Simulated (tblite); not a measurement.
# CH12GeSi3: the cost of one run

Computed with tblite 0.8.0 and PySCF 2.14.0; each step states its level. No surroundings beyond the atoms listed, unless a continuum is named. Atoms count from 0, parts from 1.

### 1 Starting point

17 atoms, charge 0, multiplicity 1; geometry: distance geometry start.

### 2 Geometry optimisation with GFN2-xTB

The job: settings as JSON, then the geometry in Å.

```
{"job": {"kind": "relax", "xc": "GFN2-xTB", "basis": "xTB"}, "charge": 0, "multiplicity": 1}
Si     0.600810    -0.483925     0.545333
Si     0.497731     1.618044     1.244207
C     -0.953512    -1.168872    -0.115546
Si    -2.335279     0.020745    -0.293645
Ge     2.226227    -0.567185    -1.111039
H      1.075888    -1.328475     1.648875
H      1.501690     2.407805     0.511430
H     -0.805921     2.240992     1.102565
H      0.918091     1.656243     2.679281
H     -0.707850    -1.576383    -1.130858
H     -1.279865    -2.009670     0.529631
H     -2.037304     1.163012    -1.135037
H     -3.438036    -0.732950    -0.953387
H     -2.893101     0.490945     0.988162
H      2.766642     0.860967    -1.359416
H      3.316937    -1.567634    -0.699226
H      1.521584    -1.028913    -2.436141
```

With the program's defaults for keys left out, this is: GFN2-xTB geometry optimisation, gas phase.

On the command line:

```console
OMP_NUM_THREADS=1 python cluster_run.py task.json out
```

This one command runs all jobs of the session in turn.

Q: Estimate the wall time of this first job on 1 thread of Arm Neoverse V2, shared host.

About 6.5 s.
